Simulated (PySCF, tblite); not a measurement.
# ScCl₃: changes of charge, part 2 of 2

tblite 0.8.0 and PySCF 2.14.0. Atoms count from 0.

## 15. Single point (ScCl3): HF/def2-TZVP

Geometry: PBE-D3(BJ)/ma-def2-SVP.

The job: settings as JSON, then the geometry in Å.

```
{"job": {"kind": "sp", "xc": "HF", "basis": "def2-TZVP", "grid": 2}, "charge": 0, "multiplicity": 1}
Sc    -0.001695     0.019927     0.014777
Cl     2.235717    -0.205040     0.395710
Cl    -1.003207     2.070172    -0.122508
Cl    -1.210317    -1.875351    -0.333609
```

Log:

```text
final grid: 48280 points
cycle   1  E = -2138.5384053891  dE =  1.304e-01  |g| = 2.999e-01  |ddm| = 2.331e+00
cycle   2  E = -2138.5721371692  dE = -3.373e-02  |g| = 1.401e-01  |ddm| = 4.587e-01
cycle   3  E = -2138.5772159800  dE = -5.079e-03  |g| = 3.930e-02  |ddm| = 1.560e-01
cycle   4  E = -2138.5781173771  dE = -9.014e-04  |g| = 1.331e-02  |ddm| = 5.450e-02
cycle   5  E = -2138.5782448960  dE = -1.275e-04  |g| = 3.166e-03  |ddm| = 2.960e-02
cycle   6  E = -2138.5782519687  dE = -7.073e-06  |g| = 8.978e-04  |ddm| = 5.963e-03
cycle   7  E = -2138.5782525805  dE = -6.118e-07  |g| = 2.030e-04  |ddm| = 1.817e-03
cycle   8  E = -2138.5782526201  dE = -3.958e-08  |g| = 6.453e-05  |ddm| = 4.172e-04
cycle   9  E = -2138.5782526237  dE = -3.637e-09  |g| = 1.700e-05  |ddm| = 1.446e-04
converged SCF energy = -2138.5782526237
```

Run time: 1.8 s. Hardware: 1 thread of Arm Neoverse V2, shared host.

## 16. Single point (ScCl₃− (doublet)): HF/def2-TZVP

Geometry: PBE-D3(BJ)/ma-def2-SVP, that of another charge or spin state.

The job: settings as JSON, then the geometry in Å.

```
{"job": {"kind": "sp", "xc": "HF", "basis": "def2-TZVP", "grid": 2}, "charge": -1, "multiplicity": 2}
Sc    -0.001695     0.019927     0.014777
Cl     2.235717    -0.205040     0.395710
Cl    -1.003207     2.070172    -0.122508
Cl    -1.210317    -1.875351    -0.333609
```

Log:

```text
final grid: 48280 points
cycle   1  E = -2138.6031120957  dE = -1.864e-02  |g| = 1.093e-01  |ddm| = 2.795e-01
cycle   2  E = -2138.6118400275  dE = -8.728e-03  |g| = 9.295e-02  |ddm| = 3.974e-01
cycle   3  E = -2138.6168725187  dE = -5.032e-03  |g| = 2.995e-02  |ddm| = 7.487e-02
cycle   4  E = -2138.6218310417  dE = -4.959e-03  |g| = 1.757e-02  |ddm| = 2.741e-01
cycle   5  E = -2138.6234829878  dE = -1.652e-03  |g| = 7.828e-03  |ddm| = 1.636e-01
cycle   6  E = -2138.6237018060  dE = -2.188e-04  |g| = 5.735e-03  |ddm| = 3.903e-02
cycle   7  E = -2138.6237693445  dE = -6.754e-05  |g| = 1.226e-03  |ddm| = 3.567e-02
cycle   8  E = -2138.6237727062  dE = -3.362e-06  |g| = 4.775e-04  |ddm| = 1.049e-02
cycle   9  E = -2138.6237731163  dE = -4.101e-07  |g| = 2.187e-04  |ddm| = 1.203e-03
cycle  10  E = -2138.6237733165  dE = -2.002e-07  |g| = 1.524e-04  |ddm| = 9.517e-04
cycle  11  E = -2138.6237734518  dE = -1.354e-07  |g| = 9.539e-05  |ddm| = 7.818e-04
cycle  12  E = -2138.6237735053  dE = -5.346e-08  |g| = 5.972e-05  |ddm| = 5.430e-04
cycle  13  E = -2138.6237735363  dE = -3.104e-08  |g| = 3.182e-05  |ddm| = 4.363e-04
cycle  14  E = -2138.6237735450  dE = -8.715e-09  |g| = 1.051e-05  |ddm| = 2.697e-04
converged SCF energy = -2138.6237735450
```

It took 56 s on 1 thread of Arm Neoverse V2, shared host; peak memory 0.63 GiB.

## 17. Single point (ScCl₃): HF/def2-TZVP

Geometry: PBE-D3(BJ)/ma-def2-SVP, that of another charge or spin state.

The job: settings as JSON, then the geometry in Å.

```
{"job": {"kind": "sp", "xc": "HF", "basis": "def2-TZVP", "grid": 2}, "charge": 0, "multiplicity": 1}
Sc    -0.013459     0.013110    -0.011432
Cl     2.323417    -0.276197     0.314083
Cl    -0.934327     2.211572    -0.009706
Cl    -1.335781    -1.929522    -0.384263
```

Log:

```text
final grid: 48280 points
cycle   1  E = -2138.5280822672  dE = -6.843e-02  |g| = 3.154e-01  |ddm| = 2.240e+00
cycle   2  E = -2138.5655588513  dE = -3.748e-02  |g| = 1.780e-01  |ddm| = 4.917e-01
cycle   3  E = -2138.5735455934  dE = -7.987e-03  |g| = 3.537e-02  |ddm| = 1.826e-01
cycle   4  E = -2138.5745124950  dE = -9.669e-04  |g| = 1.249e-02  |ddm| = 6.130e-02
cycle   5  E = -2138.5746466423  dE = -1.341e-04  |g| = 2.871e-03  |ddm| = 3.175e-02
cycle   6  E = -2138.5746528987  dE = -6.256e-06  |g| = 8.763e-04  |ddm| = 5.756e-03
cycle   7  E = -2138.5746534654  dE = -5.667e-07  |g| = 1.821e-04  |ddm| = 1.754e-03
cycle   8  E = -2138.5746534995  dE = -3.407e-08  |g| = 5.974e-05  |ddm| = 3.873e-04
cycle   9  E = -2138.5746535030  dE = -3.489e-09  |g| = 1.642e-05  |ddm| = 1.470e-04
converged SCF energy = -2138.5746535030
```

It took 1.8 s on 1 thread of Arm Neoverse V2, shared host.

## 18. Single point (ScCl3− (doublet)): HF/def2-TZVP

Geometry: PBE-D3(BJ)/ma-def2-SVP.

The job: settings as JSON, then the geometry in Å.

```
{"job": {"kind": "sp", "xc": "HF", "basis": "def2-TZVP", "grid": 2}, "charge": -1, "multiplicity": 2}
Sc    -0.013459     0.013110    -0.011432
Cl     2.323417    -0.276197     0.314083
Cl    -0.934327     2.211572    -0.009706
Cl    -1.335781    -1.929522    -0.384263
```

Log:

```text
final grid: 48280 points
cycle   1  E = -2138.6170669629  dE = -2.401e-02  |g| = 1.154e-01  |ddm| = 3.129e-01
cycle   2  E = -2138.6277137491  dE = -1.065e-02  |g| = 9.289e-02  |ddm| = 3.463e-01
cycle   3  E = -2138.6330108488  dE = -5.297e-03  |g| = 3.261e-02  |ddm| = 7.754e-02
cycle   4  E = -2138.6384401074  dE = -5.429e-03  |g| = 1.720e-02  |ddm| = 2.423e-01
cycle   5  E = -2138.6398797135  dE = -1.440e-03  |g| = 7.970e-03  |ddm| = 1.208e-01
cycle   6  E = -2138.6400884509  dE = -2.087e-04  |g| = 5.480e-03  |ddm| = 4.469e-02
cycle   7  E = -2138.6401470809  dE = -5.863e-05  |g| = 1.149e-03  |ddm| = 2.854e-02
cycle   8  E = -2138.6401497057  dE = -2.625e-06  |g| = 5.430e-04  |ddm| = 7.907e-03
cycle   9  E = -2138.6401502049  dE = -4.991e-07  |g| = 2.676e-04  |ddm| = 1.487e-03
cycle  10  E = -2138.6401505629  dE = -3.580e-07  |g| = 2.098e-04  |ddm| = 9.465e-04
cycle  11  E = -2138.6401509756  dE = -4.127e-07  |g| = 1.294e-04  |ddm| = 1.430e-03
cycle  12  E = -2138.6401511214  dE = -1.458e-07  |g| = 6.620e-05  |ddm| = 9.352e-04
cycle  13  E = -2138.6401511613  dE = -3.997e-08  |g| = 2.903e-05  |ddm| = 5.819e-04
cycle  14  E = -2138.6401511665  dE = -5.188e-09  |g| = 7.681e-06  |ddm| = 2.243e-04
converged SCF energy = -2138.6401511665
```

It took 57 s on 1 thread of Arm Neoverse V2, shared host; peak memory 0.63 GiB.

## 19. Single point (ScCl₃): HF/def2-TZVP in dichloromethane

Geometry: PBE-D3(BJ)/ma-def2-SVP.

The job: settings as JSON, then the geometry in Å.

```
{"job": {"kind": "sp", "xc": "HF", "basis": "def2-TZVP", "grid": 2, "solvent": "dichloromethane"}, "charge": 0, "multiplicity": 1}
Sc    -0.001695     0.019927     0.014777
Cl     2.235717    -0.205040     0.395710
Cl    -1.003207     2.070172    -0.122508
Cl    -1.210317    -1.875351    -0.333609
```

Log:

```text
final grid: 48280 points
cycle   1  E = -2138.5950181994  dE = -1.645e-03  |g| = 3.069e-02  |ddm| = 1.134e-01
cycle   2  E = -2138.5952460066  dE = -2.278e-04  |g| = 1.478e-02  |ddm| = 4.744e-02
cycle   3  E = -2138.5953037453  dE = -5.774e-05  |g| = 2.933e-03  |ddm| = 1.236e-02
cycle   4  E = -2138.5953112424  dE = -7.497e-06  |g| = 8.427e-04  |ddm| = 8.433e-03
cycle   5  E = -2138.5953118602  dE = -6.177e-07  |g| = 2.652e-04  |ddm| = 1.848e-03
cycle   6  E = -2138.5953119292  dE = -6.903e-08  |g| = 5.073e-05  |ddm| = 5.247e-04
cycle   7  E = -2138.5953119312  dE = -1.983e-09  |g| = 1.315e-05  |ddm| = 9.370e-05
converged SCF energy = -2138.5953119312
```

It took 1.5 s on 1 thread of Arm Neoverse V2, shared host.

## 20. Single point (ScCl₃− (doublet)): HF/def2-TZVP in dichloromethane

Geometry: PBE-D3(BJ)/ma-def2-SVP.

The job: settings as JSON, then the geometry in Å.

```
{"job": {"kind": "sp", "xc": "HF", "basis": "def2-TZVP", "grid": 2, "solvent": "dichloromethane"}, "charge": -1, "multiplicity": 2}
Sc    -0.013459     0.013110    -0.011432
Cl     2.323417    -0.276197     0.314083
Cl    -0.934327     2.211572    -0.009706
Cl    -1.335781    -1.929522    -0.384263
```

Log:

```text
final grid: 48280 points
cycle   1  E = -2138.7085740868  dE = -3.751e-04  |g| = 7.261e-03  |ddm| = 3.385e-02
cycle   2  E = -2138.7086599100  dE = -8.582e-05  |g| = 4.398e-03  |ddm| = 1.695e-02
cycle   3  E = -2138.7086888912  dE = -2.898e-05  |g| = 2.635e-03  |ddm| = 6.754e-03
cycle   4  E = -2138.7087217823  dE = -3.289e-05  |g| = 1.202e-03  |ddm| = 1.393e-02
cycle   5  E = -2138.7087274675  dE = -5.685e-06  |g| = 4.038e-04  |ddm| = 6.594e-03
cycle   6  E = -2138.7087280466  dE = -5.791e-07  |g| = 1.236e-04  |ddm| = 2.518e-03
cycle   7  E = -2138.7087280964  dE = -4.981e-08  |g| = 4.727e-05  |ddm| = 8.879e-04
cycle   8  E = -2138.7087281053  dE = -8.888e-09  |g| = 3.863e-05  |ddm| = 1.378e-04
converged SCF energy = -2138.7087281053
```

Wall time 2.6 s (1 thread of Arm Neoverse V2, shared host).

## 21. Changes of charge: HF/def2-TZVP

This step combines the energies above: geometries from PBE-D3(BJ)/ma-def2-SVP, zero-point and thermal terms from GFN2-xTB.

The job: settings as JSON, then the geometry in Å.

```
{"job": {"kind": "rx", "dirs": [-1], "deep": 3, "geom": {"xc": "PBE", "basis": "ma-def2-SVP", "d3": "d3bj", "grid": 1}, "level": {"xc": "HF", "basis": "def2-TZVP", "solvents": ["dichloromethane"]}}, "charge": 0, "multiplicity": 1}
Sc    -0.001695     0.019927     0.014777
Cl     2.235717    -0.205040     0.395710
Cl    -1.003207     2.070172    -0.122508
Cl    -1.210317    -1.875351    -0.333609
```

Output (the driver's rows laid out field by field):

```text
ionisation and electron attachment, HF/def2-TZVP // PBE-D3(BJ)/ma-def2-SVP

row 1
  change                  reduction
  charge                  -1
  multiplicity            2
  vertical_ev             1.2387
  vertical_s2             0.754
  formula                 Cl3Sc
  kept                    yes
  pieces                  1
  point_group             C2v
  adiabatic_electronic_ev 1.6843
  adiabatic_ev            1.6886
  free_energy_ev          1.6944
  s2                      0.753
  bonds_moved             0 3 2.275 2.379; 0 2 2.286 2.384; 0 1 2.281 2.377
  spin_on                 0 Sc 1.031
  charge_moved            0 Sc -0.557; 3 Cl -0.152; 1 Cl -0.146; 2 Cl -0.145
  vertical_back_ev        1.7823
  relaxation_parent_ev    0.0979
  relaxation_ion_ev       0.4457
  reorganisation_ev       0.5436
  solution                solvent dichloromethane, absolute_potential_v 3.0962, solvation_parent_kj -44.79, solvation_ion_kj -180.05
```

Wall time 2 min (1 thread of Arm Neoverse V2, shared host).

Energy taken up on oxidation, or given off on reduction (eV; adiabatic with zero-point energy):

```csv
change,product,vertical,adiabatic,free energy,reorganisation,⟨S²⟩
reduction (multiplicity 2),Cl3Sc,1.24,1.69,1.69,0.54,0.75
```

On reduction to multiplicity 2 charge changes most on Sc0 (-0.56 e), Cl3 (-0.15 e), Cl1 (-0.15 e); the spin sits on Sc0 (1.03); the bond Sc0–Cl3 goes from 2.275 to 2.379 Å; the absolute potential is 3.10 V in dichloromethane.

## 22. What came out

What follows sums up all 2 parts.

| quantity | value |
| --- | --- |
| strongest single infrared mode (GFN2-xTB) | 367 cm⁻¹, 108 km/mol |
| zero-point energy (GFN2-xTB) | 1.7 kcal/mol |
| rotational constants (main isotopes) | 1.91, 1.80, 0.93 GHz |
| surface potential, 1st and 99th percentile | -0.39 V and 7.60 V |
| electron affinity (wB97X-D3(BJ)/ma-def2-SVP) | vertical 1.96 eV, adiabatic 2.22 eV |
| electron affinity (HF/def2-TZVP) | vertical 1.24 eV, adiabatic 1.69 eV |

What this shows: All 6 modes are real, so the xTB geometry is a minimum. GFN2-xTB is a fitted tight-binding method: band positions and strengths are rough. Its intensities can rank the bands wrongly. Over 17 steps the energy fell by 0.102 eV; of the close pairs, Sc0–Cl2 changed most, 2.249 to 2.286 Å (PBE/ma-def2-SVP). By nearest atom (wB97X/ma-def2-SVP), the HOMO sits on Cl1, Cl2, Cl3 about 33 % each and the LUMO on Sc0 89 %. At wB97X-D3(BJ)/ma-def2-SVP, relaxation with the zero-point term after reduction moves the energy given off from 1.96 eV (vertical) to 2.22 eV (adiabatic, with zero-point energy).
